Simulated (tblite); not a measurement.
# C5H8F3NSi: the cost of one run

The runs use tblite 0.8.0 and PySCF 2.14.0, with density-fitted response routines of our own; the level of theory stands in each step. All values are computed, except where a source is named. Atoms are numbered from 0 throughout.

## 1. The molecule as given

18 atoms, charge 0, multiplicity 1; geometry from: force field or distance geometry start.

Bonds of the start (Å): C0–C1 1.22, C1–C2 1.47, C2–N3 1.47, N3–Si4 1.79, Si4–C5 1.88, C5–C6 1.53, C6–F7 1.39, C6–F8 1.35, C6–F9 1.38, C0–H10 1.05, C2–H11 1.10, C2–H12 1.11, N3–H13 1.06, Si4–H14 1.47, Si4–H15 1.48, C5–H16 1.13, C5–H17 1.09.

## 2. Geometry optimisation with GFN2-xTB

Job settings and geometry (Å):

```
{"job": {"kind": "relax", "xc": "GFN2-xTB", "basis": "xTB"}, "charge": 0, "multiplicity": 1}
C      4.543400     0.048600    -0.103900
C      3.367300    -0.288900    -0.132400
C      1.969200    -0.728100    -0.140100
N      1.059200     0.429400    -0.159100
Si    -0.591100    -0.254600    -0.168200
C     -1.801700     0.865000    -1.068700
C     -3.169400     0.270600    -0.748000
F     -3.249500     0.332100     0.642900
F     -4.179600     0.937100    -1.349400
F     -3.083700    -1.069400    -1.069100
H      5.550600     0.359200    -0.072800
H      1.782900    -1.383200     0.718200
H      1.801100    -1.245900    -1.103400
H      1.154400     0.971400     0.742100
H     -0.595700    -1.520600    -0.915100
H     -1.143400    -0.455900     1.192500
H     -1.761300     1.920400    -0.658100
H     -1.661200     0.818900    -2.148700
```

On the command line:

```sh
OMP_NUM_THREADS=1 python probes_run.py task.json out
```

This one command runs all jobs of the session in turn.

**Question.** How long does this first job take on 1 thread of Arm Neoverse N1, shared host, and how much memory does it need?

About 2.4 s, with a peak of 0.18 GiB.
